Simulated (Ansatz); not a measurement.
# C (hcp type): the cost of one run

Computed with Ansatz 0.2.0 (DFT, PBEsol, PAW with Ansatz's default frozen-core files, scalar-relativistic, unless a step's input says otherwise).

## 1. The structure to begin with

Symmetry: P6_3/mmc, No. 194, hexagonal system. The conventional cell has a = 2.100 Å, b = 2.100 Å, c = 3.403 Å, α = 90.00°, β = 90.00°, γ = 120.00°. Around C (site symmetry -6m2) lie 12 C at 2.09 to 2.10 Å.

Coordinates:

```xyz
2
Lattice="2.1004 0.0000 0.0000 -1.0502 1.8190 0.0000 0.0000 0.0000 3.4026" Properties=species:S:1:pos:R:3 pbc="T T T"
C     0.0000    1.2127    0.8507
C     1.0502    0.6063    2.5520
```

Atoms are numbered in the order of the input: C1, C2.

## 2. Bulk cell relaxed, PAW

input.yaml reads:

```yaml
crystal:
  lattice:
    - [2.1003865828, 0.0, 0.0]
    - [-1.0501932914, 1.8189881384, 0.0]
    - [0.0, 0.0, 3.4026262641]
  atoms:
    - { symbol: C, position: [0.3333333333, 0.6666666667, 0.25] }
    - { symbol: C, position: [0.6666666667, 0.3333333333, 0.75] }
kpoints:
  mp_grid: { grid: [24, 24, 13] }
scf:
  occupations: { method: fermi_dirac, width: 0.05 }
hamiltonian:
  xc: pbesol
  pseudopotentials: { kind: paw }
output:
  forces: true
  stress: true
  write_density: true
  write_potential: true
  elf: true
  volumetric_format: npy
relax:
  f_tol: 0.005
  max_steps: 40
  cell: {}
```

Run with:

```console
$ ansatz run input.yaml --threads 1 --pin off --max-ram 3584MiB --backend cpu --events-out ev --progress --plain --runs-dir out
```

What time and memory should one allow on 1 thread of Arm Neoverse V1, shared host?

About 2 min, with a peak of 0.35 GiB.
